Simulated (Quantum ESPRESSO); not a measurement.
# Au in Quantum ESPRESSO: a series of runs

One sheet, Au, is run at these levels: PBE; tasks: work function.

All numbers are computed with Quantum ESPRESSO 7.5; they aren't measurements. Logs are shortened: lines on timing, memory, paths and dates and some standing lists are left out, and cuts for length are marked.

**1. The structure**

The cell holds a sheet with vacuum, 1 atom: a = 2.662 Å, b = 2.662 Å, c = 23.800 Å, α = 90.00°, β = 90.00°, γ = 90.00°.

The cell was built by a generator and needn't be a form met in nature.

**2. Work function, PBE**

Input file pw.in:

```
&CONTROL
  calculation = 'scf'
  prefix = 'pwscf'
  outdir = './tmp'
  pseudo_dir = './pseudo'
  tprnfor = .true.
  disk_io = 'low'
/
&SYSTEM
  ibrav = 0
  celldm(1) = 8
  nat = 1
  ntyp = 1
  ecutwfc = 76
  nbnd = 16
  occupations = 'smearing'
  smearing = 'fd'
  degauss = 0.00367493
/
&ELECTRONS
  conv_thr = 1d-09
  electron_maxstep = 150
  mixing_beta = 0.3
  mixing_mode = 'local-TF'
/
ATOMIC_SPECIES
Au   196.9666 Au.upf
CELL_PARAMETERS alat
  0.6288701462259   0.0000000000000   0.0000000000000
  0.0000000000000   0.6287355032396   0.0000000000000
  0.0000000000000   0.0000000000000   5.6219352207617
ATOMIC_POSITIONS crystal
Au     0.0000000000    0.5000000000    0.2941200000
K_POINTS automatic
10 10 1 0 0 0
```

Input file pp_density.in:

```
&INPUTPP
  prefix = 'pwscf'
  outdir = './tmp'
  filplot = 'density.dat'
  plot_num = 0
/
&PLOT
  nfile = 1
  filepp(1) = 'density.dat'
  iflag = 3
  output_format = 6
  fileout = 'density.cube'
/
```

Input file pp_potential.in:

```
&INPUTPP
  prefix = 'pwscf'
  outdir = './tmp'
  filplot = 'potential.dat'
  plot_num = 11
/
&PLOT
  nfile = 1
  filepp(1) = 'potential.dat'
  iflag = 3
  output_format = 6
  fileout = 'potential.cube'
/
```

Input file pp_elf.in:

```
&INPUTPP
  prefix = 'pwscf'
  outdir = './tmp'
  filplot = 'elf.dat'
  plot_num = 8
/
&PLOT
  nfile = 1
  filepp(1) = 'elf.dat'
  iflag = 3
  output_format = 6
  fileout = 'elf.cube'
/
```

Potentials or basis: PseudoDojo 0.4.1 SR PBE standard.

Run with:

```
$ OMP_NUM_THREADS=1 mpirun -n 2 pw.x -nk 2 -in pw.in > pw.out
$ OMP_NUM_THREADS=1 mpirun -n 1 pp.x -in pp_density.in > pp_density.out
$ OMP_NUM_THREADS=1 mpirun -n 1 pp.x -in pp_potential.in > pp_potential.out
$ OMP_NUM_THREADS=1 mpirun -n 1 pp.x -in pp_elf.in > pp_elf.out
```

pw.out:

```text
This program is part of the open-source Quantum ESPRESSO suite
     for quantum simulation of materials; please cite
         "P. Giannozzi et al., J. Phys.:Condens. Matter 21 395502 (2009);
         "P. Giannozzi et al., J. Phys.:Condens. Matter 29 465901 (2017);
         "P. Giannozzi et al., J. Chem. Phys. 152 154105 (2020);
     in publications or presentations arising from this work. More details at

     Message from routine setup:
     using ibrav=0 with symmetry is DISCOURAGED, use correct ibrav instead

     K-points division:     npool     =       2
     Subspace diagonalization in iterative solution of the eigenvalue problem:
     a serial algorithm will be used

     G-vector sticks info
     --------------------
     sticks:   dense  smooth     PW     G-vecs:    dense   smooth      PW
     Sum         609     609    185               101705   101705   17049

     Using Slab Decomposition

     bravais-lattice index     =            0
     lattice parameter (alat)  =       8.0000  a.u.
     unit-cell volume          =    1138.1114 (a.u.)^3
     number of atoms/cell      =            1
     number of atomic types    =            1
     number of electrons       =        19.00
     number of Kohn-Sham states=           16
     kinetic-energy cutoff     =      76.0000  Ry
     charge density cutoff     =     304.0000  Ry
     scf convergence threshold =      1.0E-09
     mixing beta               =       0.3000
     number of iterations used =            8  local-TF  mixing
     Exchange-correlation= PBE
                           (   1   4   3   4   0   0   0)

     celldm(1)=   8.000000  celldm(2)=   0.000000  celldm(3)=   0.000000
     celldm(4)=   0.000000  celldm(5)=   0.000000  celldm(6)=   0.000000

     crystal axes: (cart. coord. in units of alat)
               a(1) = (   0.628870   0.000000   0.000000 )
               a(2) = (   0.000000   0.628736   0.000000 )
               a(3) = (   0.000000   0.000000   5.621935 )

     reciprocal axes: (cart. coord. in units 2 pi/alat)
               b(1) = (  1.590153  0.000000  0.000000 )
               b(2) = (  0.000000  1.590494  0.000000 )
               b(3) = (  0.000000  0.000000  0.177875 )

     PseudoPot. # 1 for Au read from file:
     Au.upf
     Pseudo is Norm-conserving + core correction, Zval = 19.0
     Generated using ONCVPSP code by D. R. Hamann
     Using radial grid of 1356 points,  7 beta functions with:
                l(1) =   0
                l(2) =   0
                l(3) =   1
                l(4) =   1
                l(5) =   2
                l(6) =   2
                l(7) =   3

     atomic species   valence    mass     pseudopotential
     Au               19.00   196.96660     Au( 1.00)

      4 Sym. Ops. (no inversion) found

   Cartesian axes

     site n.     atom                  positions (alat units)
         1        Au     tau(   1) = (   0.0000000   0.3143678   1.6535236  )

     number of k points=    36  Fermi-Dirac smearing, width (Ry)=  0.0037
                       cart. coord. in units 2pi/alat
        k(    1) = (   0.0000000   0.0000000   0.0000000), wk =   0.0200000
        k(    2) = (   0.0000000   0.1590494   0.0000000), wk =   0.0400000
        k(    3) = (   0.0000000   0.3180988   0.0000000), wk =   0.0400000
        k(    4) = (   0.0000000   0.4771482   0.0000000), wk =   0.0400000
        k(    5) = (   0.0000000   0.6361976   0.0000000), wk =   0.0400000
        k(    6) = (   0.0000000  -0.7952470   0.0000000), wk =   0.0200000
[... 28 lines left out ...]
        k(   35) = (  -0.7950767   0.6361976   0.0000000), wk =   0.0400000
        k(   36) = (  -0.7950767  -0.7952470   0.0000000), wk =   0.0200000

     Dense  grid:   101705 G-vectors     FFT dimensions: (  27,  27, 250)

     Initial potential from superposition of free atoms

     starting charge      18.9999, renormalised to      19.0000

     negative rho (up, down):  4.736E-06 0.000E+00
     Starting wfcs are   10 randomized atomic wfcs +    6 random wfcs

     Self-consistent Calculation

     iteration #  1     ecut=    76.00 Ry     beta= 0.30
     Davidson diagonalization with overlap
     ethr =  1.00E-02,  avg # of iterations =  7.8

     Threshold (ethr) on eigenvalues was too large:
     Diagonalizing with lowered threshold

     Davidson diagonalization with overlap
     ethr =  2.91E-04,  avg # of iterations =  3.1

     negative rho (up, down):  4.091E-04 0.000E+00

     total energy              =    -296.36042981 Ry
     estimated scf accuracy    <       0.05709586 Ry

     iteration #  2     ecut=    76.00 Ry     beta= 0.30
     Davidson diagonalization with overlap
     ethr =  3.01E-04,  avg # of iterations =  1.2
[... 10 lines left out ...]
     negative rho (up, down):  2.036E-03 0.000E+00

     total energy              =    -296.35567312 Ry
     estimated scf accuracy    <       0.00061253 Ry

     iteration #  4     ecut=    76.00 Ry     beta= 0.30
     Davidson diagonalization with overlap
     c_bands:  1 eigenvalues not converged
     c_bands:  1 eigenvalues not converged
     ethr =  3.22E-06,  avg # of iterations =  8.7

     negative rho (up, down):  2.454E-03 0.000E+00

     total energy              =    -296.35565049 Ry
     estimated scf accuracy    <       0.00029217 Ry

     iteration #  5     ecut=    76.00 Ry     beta= 0.30
     Davidson diagonalization with overlap
     ethr =  1.54E-06,  avg # of iterations =  4.6
[... 84 lines left out ...]
     total energy              =    -296.35563571 Ry
     estimated scf accuracy    <          1.3E-09 Ry

     iteration # 15     ecut=    76.00 Ry     beta= 0.30
     Davidson diagonalization with overlap
     ethr =  5.85E-12,  avg # of iterations =  2.0

     End of self-consistent calculation

          k = 0.0000 0.0000 0.0000 ( 12605 PWs)   bands (ev):

  -107.4727 -58.7980 -58.7979 -58.6198  -9.5877  -8.5850  -5.8020  -4.4742
    -4.4727  -3.8231  -1.3000   2.3125   2.7209   2.7471   3.6488   3.9337

          k = 0.0000 0.1590 0.0000 ( 12622 PWs)   bands (ev):

  -107.4714 -58.8261 -58.7958 -58.6172  -9.3169  -8.3819  -5.7266  -4.8578
    -4.4521  -4.0029  -0.8640   2.5174   2.9422   2.9559   3.8748   4.1392
[... 8 lines left out ...]
  -107.4637 -58.9894 -58.7828 -58.6023  -8.5169  -6.3455  -5.8319  -5.1300
    -4.9469  -4.3210   1.3761   4.1553   4.6299   4.6691   5.6165   5.7799

          k = 0.0000 0.6362 0.0000 ( 12738 PWs)   bands (ev):

  -107.4603 -59.0615 -58.7770 -58.5957  -8.2939  -6.8356  -5.3217  -5.1076
    -4.2612  -3.2865   2.7649   2.8961   5.5910   6.1000   6.1124   6.9734

          k = 0.0000-0.7952 0.0000 ( 12738 PWs)   bands (ev):

  -107.4590 -59.0889 -58.7747 -58.5931  -8.2112  -7.0075  -5.4587  -4.9904
    -4.2382  -1.3937   0.7819   3.6399   6.6534   7.2998   7.5906   7.9701

          k = 0.1590 0.0000 0.0000 ( 12626 PWs)   bands (ev):

  -107.4714 -58.8262 -58.7957 -58.6172  -9.3178  -8.3815  -5.7267  -4.8588
    -4.4507  -4.0025  -0.8643   2.5174   2.9421   2.9558   3.8747   4.1391

          k = 0.1590 0.1590 0.0000 ( 12660 PWs)   bands (ev):
[... 11 lines left out ...]
  -107.4624 -58.9868 -58.8105 -58.5999  -8.1316  -6.3021  -5.9650  -5.3181
    -4.6805  -4.6073   1.7133   4.3615   4.8400   4.8908   5.8458   5.9881

          k = 0.1590 0.6362 0.0000 ( 12736 PWs)   bands (ev):

  -107.4590 -59.0588 -58.8046 -58.5932  -7.9045  -6.7840  -5.8026  -5.0583
    -4.5349  -2.8812   3.1079   3.1711   5.8002   6.3115   6.3386   7.2077

          k = 0.1590-0.7952 0.0000 ( 12782 PWs)   bands (ev):

  -107.4577 -59.0861 -58.8023 -58.5907  -7.8153  -6.9539  -5.9263  -4.9398
    -4.5067  -0.8173   0.8486   4.0193   6.8209   7.5257   7.7953   8.1840

          k = 0.3180 0.0000 0.0000 ( 12674 PWs)   bands (ev):

  -107.4680 -58.8994 -58.7899 -58.6106  -8.8503  -7.4897  -5.6232  -5.5141
    -4.4446  -4.3927   0.1209   3.1314   3.5825   3.5970   4.5405   4.7558

          k = 0.3180 0.1590 0.0000 ( 12693 PWs)   bands (ev):
[... 11 lines left out ...]
  -107.4590 -58.9801 -58.8828 -58.5933  -7.1416  -6.3322  -6.1938  -5.3517
    -5.2427  -4.2160   2.5744   4.9783   5.4701   5.5469   6.5198   6.6077

          k = 0.3180 0.6362 0.0000 ( 12764 PWs)   bands (ev):

  -107.4556 -59.0516 -58.8764 -58.5867  -6.9575  -6.6463  -6.5073  -5.1623
    -4.9238  -2.1464   3.9102   3.9912   6.4259   6.9453   7.0056   7.8971

          k = 0.3180-0.7952 0.0000 ( 12784 PWs)   bands (ev):

  -107.4543 -59.0788 -58.8740 -58.5842  -6.8299  -6.8103  -6.6958  -5.1265
    -4.7937   0.4185   1.0627   5.0032   7.3093   8.1889   8.4084   8.8242

          k = 0.4770 0.0000 0.0000 ( 12680 PWs)   bands (ev):

  -107.4638 -58.9890 -58.7827 -58.6024  -8.5198  -6.3450  -5.8322  -5.1306
    -4.9448  -4.3199   1.3748   4.1545   4.6291   4.6683   5.6156   5.7789

          k = 0.4770 0.1590 0.0000 ( 12720 PWs)   bands (ev):
[... 11 lines left out ...]
  -107.4548 -58.9730 -58.9699 -58.5853  -7.1258  -6.1539  -5.7940  -5.5806
    -5.2152  -3.2815   3.7701   6.0042   6.5210   6.6216   7.6078   7.6425

          k = 0.4770 0.6362 0.0000 ( 12790 PWs)   bands (ev):

  -107.4514 -59.0428 -58.9645 -58.5788  -7.5118  -6.4715  -5.8159  -5.2574
    -4.6577  -1.2414   4.8522   5.2097   7.4552   7.9980   8.0905   8.9966

          k = 0.4770-0.7952 0.0000 ( 12762 PWs)   bands (ev):

  -107.4501 -59.0699 -58.9619 -58.5763  -7.6580  -6.6257  -5.7779  -5.2168
    -4.4484   1.5003   1.7962   6.3493   8.0660   9.2376   9.4262   9.8825

          k = 0.6361 0.0000 0.0000 ( 12738 PWs)   bands (ev):

  -107.4603 -59.0610 -58.7769 -58.5957  -8.2971  -6.8346  -5.3190  -5.1084
    -4.2602  -3.2882   2.7629   2.8910   5.5896   6.0986   6.1108   6.9717

          k = 0.6361 0.1590 0.0000 ( 12736 PWs)   bands (ev):
[... 11 lines left out ...]
  -107.4514 -59.0423 -58.9649 -58.5788  -7.5114  -6.4701  -5.8170  -5.2578
    -4.6584  -1.2423   4.8492   5.2091   7.4546   7.9974   8.0899   8.9958

          k = 0.6361 0.6362 0.0000 ( 12776 PWs)   bands (ev):

  -107.4480 -59.0361 -59.0348 -58.5723  -8.0271  -6.3607  -6.2430  -4.7528
    -3.6626   0.2669   4.9599   6.6558   8.2175   8.9379   9.4785   9.5416

          k = 0.6361-0.7952 0.0000 ( 12744 PWs)   bands (ev):

  -107.4467 -59.0626 -59.0324 -58.5698  -8.2084  -6.4699  -6.2414  -4.6848
    -3.2035   2.4076   2.9946   7.8648   8.3216   8.9522  10.3274  10.8571

          k =-0.7951 0.0000 0.0000 ( 12746 PWs)   bands (ev):

  -107.4590 -59.0883 -58.7747 -58.5932  -8.2146  -7.0063  -5.4558  -4.9913
    -4.2372  -1.3955   0.7765   3.6372   6.6513   7.2977   7.5883   7.9678

          k =-0.7951 0.1590 0.0000 ( 12778 PWs)   bands (ev):

  -107.4577 -59.0855 -58.8023 -58.5907  -7.8184  -6.9527  -5.9241  -4.9407
    -4.5062  -0.8185   0.8433   4.0169   6.8189   7.5237   7.7930   8.1818

          k =-0.7951 0.3181 0.0000 ( 12784 PWs)   bands (ev):

  -107.4543 -59.0783 -58.8742 -58.5843  -6.8287  -6.8089  -6.6979  -5.1268
    -4.7945   0.4180   1.0577   5.0014   7.3076   8.1871   8.4064   8.8223

          k =-0.7951 0.4771 0.0000 ( 12762 PWs)   bands (ev):

  -107.4501 -59.0693 -58.9623 -58.5763  -7.6574  -6.6240  -5.7791  -5.2172
    -4.4493   1.4959   1.7962   6.3481   8.0647   9.2363   9.4246   9.8811

          k =-0.7951 0.6362 0.0000 ( 12744 PWs)   bands (ev):

  -107.4467 -59.0620 -59.0330 -58.5698  -8.2083  -6.4681  -6.2431  -4.6848
    -3.2037   2.4047   2.9952   7.8643   8.3235   8.9516  10.3271  10.8561

          k =-0.7951-0.7952 0.0000 ( 12788 PWs)   bands (ev):

  -107.4454 -59.0598 -59.0592 -58.5674  -8.3997  -6.4088  -6.4069  -4.6054
    -2.5267   3.5240   3.5249   6.1979   8.8499   9.4799  10.2600  11.7456

     the Fermi energy is    -3.1679 ev

!    total energy              =    -296.35563569 Ry
     estimated scf accuracy    <          4.8E-10 Ry
     smearing contrib. (-TS)   =      -0.00037542 Ry
     internal energy E=F+TS    =    -296.35526027 Ry

     The total energy is F=E-TS. E is the sum of the following terms:
     one-electron contribution =   -1263.40390287 Ry
     hartree contribution      =     627.08163023 Ry
     xc contribution           =     -52.03390189 Ry
     ewald contribution        =     392.00091427 Ry

     convergence has been achieved in  15 iterations

     Forces acting on atoms (cartesian axes, Ry/au):

     atom    1 type  1   force =     0.00000000    0.00000000    0.00000000

     Total force =     0.000000     Total SCF correction =     0.000000

=------------------------------------------------------------------------------=
   JOB DONE.
=------------------------------------------------------------------------------=
```

Wall time 1.8 min (2 MPI ranks of Arm Neoverse V1, shared host); peak memory 0.42 GiB.

What came out:

- Free energy: -4032.1238 eV
- Band gap on the k mesh: none (metal or under the smearing width)
- Work function of the upper face: 5.74 eV
- Work function of the lower face: 5.74 eV

Spin-orbit coupling is left out, which matters for the levels of Au.

[end of part 1 of 3]
